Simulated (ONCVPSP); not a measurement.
**An ONCV potential for Nb, from input to tests**

Task: generate the file, and judge it by its errors in other configurations, its logarithmic derivatives, its ghosts and its cutoff.

Method: ONCVPSP 4.0.1, revPBE, scalar-relativistic.

## (1) Starting point

The settings as typed:

- element: niobium (Nb, Z = 41)
- type: optimised norm-conserving Vanderbilt (ONCV)
- frozen core: [Kr]
- valence charge: 5
- reference configuration: 4d4 5p1
- partial waves: s scattering state at 0.43 Ha: rc 4.15 bohr, ncon 4, nbas 8, qcut 2 1/bohr, 2 projectors, debl 1.4 Ha; 5p: rc 4.00 bohr, ncon 4, nbas 8, qcut 2.4 1/bohr, 2 projectors, debl 1.6 Ha; 4d: rc 2.75 bohr, ncon 4, nbas 9, qcut 5.4 1/bohr, 2 projectors, debl 2.4 Ha
- local potential: polynomial inside 1.90 bohr (lpopt 4, dvloc0 6 Ha)
- core correction: Teter function, fcfact 1.75, rcfact 1.2

The outer shells as boxes (Hund's rule for the drawing; the calculation is spin-unpolarised):

```
[Kr] core
4d [↑ ][↑ ][↑ ][↑ ][  ]
5p [↑ ][  ][  ]
```

An earlier all-electron run gives the scale for the radii.

All-electron outer shells of the reference configuration (revPBE, scalar-relativistic, ld1.x):

```
shell  level (eV)  outermost node (bohr)  outermost maximum (bohr)
   4p      -35.75                   0.54                      1.13
   5s       -4.70                   1.40                      3.04
   4d       -4.13                   0.55                      1.49
   5p       -1.70                   1.62                      4.21
```

## (2) The generation run

Input file Nb.dat:

```
# ATOM AND REFERENCE CONFIGURATION
# atsym  z   nc   nv     iexc    psfile
  Nb 41.00    8    2  -102130      upf
#
#   n    l    f
    1    0    2.00
    2    0    2.00
    2    1    6.00
    3    0    2.00
    3    1    6.00
    3    2   10.00
    4    0    2.00
    4    1    6.00
    4    2    4.00
    5    1    1.00
#
# PSEUDOPOTENTIAL AND OPTIMIZATION
# lmax
    2
#
#   l,   rc,      ep,       ncon, nbas, qcut
    0    4.15    0.43    4    8    2.00
    1    4.00    0.00    4    8    2.40
    2    2.75    0.00    4    9    5.40
#
# LOCAL POTENTIAL
# lloc, lpopt,  rc(5),   dvloc0
    4    4    1.90    6.00
#
# VANDERBILT-KLEINMAN-BYLANDER PROJECTORs
# l, nproj, debl
    0    2    1.40
    1    2    1.60
    2    2    2.40
#
# MODEL CORE CHARGE
# icmod, fcfact, rcfact
    3    1.75    1.20
#
# LOG DERIVATIVE ANALYSIS
# epsh1, epsh2, depsh
   -2.00    5.00    0.02
#
# OUTPUT GRID
# rlmax, drl
    6.00    0.01
#
# TEST CONFIGURATIONS
# ncnf
    4
# nvcnf
#   n    l    f
    3
    4    2    4.00
    5    1    0.00
    5    0    1.00
#
    2
    4    2    4.00
    5    1    0.00
#
    2
    4    2    3.00
    5    1    0.00
#
    2
    4    2    2.00
    5    1    0.00
#
```

Launch:

```
$ oncvpsp.x < Nb.dat > Nb.out
```

Q: Predict the outcome of this session. Wanted: cutoffs for 1 and 0.1 mHa per electron, occupied waves; bound ghosts; GHOST(+) flags; largest test error; largest phase difference near zero energy, channels read; rms error of d²Exc/dn², without and with the model core; projector energies reset by the program.

The runs gave:

```
                                                quantity                                   value
  cutoffs for 1 and 0.1 mHa per electron, occupied waves                         11 Ha and 12 Ha
                                            bound ghosts                              none found
                                          GHOST(+) flags                             s at 229 eV
                            largest test error (AE − PS)  +50 meV, for 4d3 5p0 (1 test unsolved)
largest phase difference near zero energy, channels read                               0.018 rad
 rms error of d²Exc/dn², without and with the model core                       7.64 and 5.70 mHa
                 projector energies reset by the program                     s: -0.173, 1.227 Ha
```

In words: By total energies transferability is fair where solved: the largest error is 50 meV on 17.6 eV, for 4d3 5p0. Of the tests 1 gave no usable energy difference, which is a warning in itself. The potential is soft on the atom at that tolerance: the looser tolerance needs 11 Ha. At the looser tolerance the 4d wave is the slowest; 5p needs 1 Ha. No bound ghost shows below the valence levels. Near zero energy the phases of the channels with partial waves agree within 0.018 rad. The program also flags highly localised states, GHOST(+) (s).
